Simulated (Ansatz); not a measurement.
# AlGeH4F (SMILES [F][AlH][GeH3]): CCSD/def2-SVPD

What is the vertical singlet–triplet gap of AlGeH4F at CCSD/def2-SVPD? 

The calculation is run with Ansatz 0.2.0.

47 further runs of the same task are left out: 47 set aside as unsound or not needed.

## Step 1: Starting point

AlGeH4F has 7 atoms, charge 0, and is taken as a singlet. SMILES: `[F][AlH][GeH3]`. The coordinates come from a PBE0-D4/def2-TZVP relaxation.

Bond lengths: F1–Al2 1.652 Å, Al2–Ge3 2.469 Å, Al2–H4 1.581 Å, Ge3–H5 1.542 Å, Ge3–H6 1.538 Å, Ge3–H7 1.540 Å. Angles: F1–Al2–Ge3 116.9°, F1–Al2–H4 116.2°, Ge3–Al2–H4 126.9°, Al2–Ge3–H5 110.5°, Al2–Ge3–H6 112.6°, Al2–Ge3–H7 111.5°, H5–Ge3–H6 107.3°, H5–Ge3–H7 106.7°, H6–Ge3–H7 107.9°.

## Step 2: The energy at CCSD/def2-SVPD

Contents of molecule.yaml:

```yaml
crystal:
  periodic: [false, false, false]
  atoms:
    - {symbol: F, position_ang: [-2.002000, -1.487800, 0.716500]}
    - {symbol: Al, position_ang: [-0.491500, -1.327100, 0.066600]}
    - {symbol: Ge, position_ang: [0.428200, 0.960300, -0.065100]}
    - {symbol: H, position_ang: [0.204000, -2.659900, -0.422600]}
    - {symbol: H, position_ang: [0.095700, 1.599200, -1.428000]}
    - {symbol: H, position_ang: [-0.136400, 1.887000, 1.024800]}
    - {symbol: H, position_ang: [1.963300, 0.960200, 0.062300]}
basis:
  gaussian: {orbitals: def2-SVPD}
correlation: {method: ccsd, frozen_orbitals: {Al: 5, F: 1, Ge: 9, H: 0}}
accuracy: high
scf: {omitted_lower_state_checks: [cluster_reference, increment]}
```

Run with:

```sh
$ ansatz run molecule.yaml --threads 1 --pin off --max-ram 3480MiB --events-out events.jsonl --progress --plain --runs-dir runs
```

The program printed (excerpt; [...] marks lines left out):

```text
Warning: RAYON_NUM_THREADS=1 ignored (pool sized by the plan → 1); use --threads N
Functional definition: HF
  name "HF"
[...]
2296 factors; integrals over basis functions are off by at most 4.5e-9 eV
[...]
mean field -65816.38103554 eV, -2418.7073911106 hartree, gradient 4.5e-9 eV, S^2 0.000000; 0 other end points of the search recorded, 0 dependent functions left out
15 core orbitals not correlated: weight in the atoms' cores, before any rotation towards them, 1.000 or more for the frozen orbitals, at most 0.000 for the correlated occupied ones
reference -65816.38103554 eV, -2418.7073911106 hartree; 14, 14 occupied and 88, 88 virtual orbitals, 2296 factors
second order -13.75665526 eV of doubles, -0.00000000 eV of singles
cycle   1  -13.88291314 eV  change   -1.3e-1 eV  update   1.0e-1
[...]
cycle  21  -14.43953043 eV  change    1.3e-9 eV  update   1.2e-9
Total energy: -65830.82056596 eV, -2419.2380340662 hartree
Checks for a lower state left out: cluster_reference, increment
```

It took 38 s on 1 thread of Arm Neoverse V1, shared host; peak memory 0.95 GiB.

## Step 3: The triplet at the same level

Contents of run.yaml:

```yaml
crystal:
  periodic: [false, false, false]
  atoms:
    - {symbol: F, position_ang: [-2.002000, -1.487800, 0.716500]}
    - {symbol: Al, position_ang: [-0.491500, -1.327100, 0.066600]}
    - {symbol: Ge, position_ang: [0.428200, 0.960300, -0.065100]}
    - {symbol: H, position_ang: [0.204000, -2.659900, -0.422600]}
    - {symbol: H, position_ang: [0.095700, 1.599200, -1.428000]}
    - {symbol: H, position_ang: [-0.136400, 1.887000, 1.024800]}
    - {symbol: H, position_ang: [1.963300, 0.960200, 0.062300]}
basis:
  gaussian: {orbitals: def2-SVPD}
correlation: {method: ccsd, frozen_orbitals: {Al: 5, F: 1, Ge: 9, H: 0}}
scf: {omitted_lower_state_checks: [cluster_reference, increment]}
magnetization: {spin_polarized: true, initial_magnetization: 2}
accuracy: high
```

Run with:

```sh
$ ansatz run run.yaml --threads 1 --pin off --max-ram 3480MiB --events-out events.jsonl --progress --plain --runs-dir runs
```

The program printed (excerpt; [...] marks lines left out):

```text
Warning: RAYON_NUM_THREADS=1 ignored (pool sized by the plan → 1); use --threads N
[... 2 set-up lines as earlier in the session ...]
[...]
2296 factors; integrals over basis functions are off by at most 4.5e-9 eV
[...]
mean field -65812.17854337 eV, -2418.5529523720 hartree, gradient 2.9e-8 eV, S^2 2.007790; 2 other end points of the search recorded, 0 dependent functions left out
15 core orbitals not correlated: weight in the atoms' cores, before any rotation towards them, 1.000 or more for the frozen orbitals, at most 0.000 for the correlated occupied ones
reference -65812.17854337 eV, -2418.5529523720 hartree; 15, 13 occupied and 87, 89 virtual orbitals, 2296 factors
second order -13.39821083 eV of doubles, -0.00000000 eV of singles
cycle   1  -13.54188352 eV  change   -1.4e-1 eV  update   1.1e-1
[...]
cycle  31  -14.18355678 eV  change  -1.3e-10 eV  update   2.4e-9
Total energy: -65826.36210014 eV, -2419.0741884695 hartree
Checks for a lower state left out: cluster_reference, increment
```

Wall time 2.9 min (1 thread of Arm Neoverse V1, shared host); peak memory 2.1 GiB.

## Step 4: Results

At CCSD/def2-SVPD, 15 core orbitals frozen:

```
                                             quantity           value
                                singlet: total energy  -2419.23803 Eh
singlet: correlation energy (15 core orbitals frozen)      -530.6 mEh
                               singlet: T1 diagnostic           0.013
                                triplet: total energy  -2419.07419 Eh
triplet: correlation energy (15 core orbitals frozen)      -521.2 mEh
           triplet: ⟨S²⟩ of the reference determinant           2.008
                               triplet: T1 diagnostic           0.023
     vertical energy of the triplet above the singlet        4.458 eV
```

At this shape the triplet lies 4.46 eV (103 kcal/mol) above the singlet.
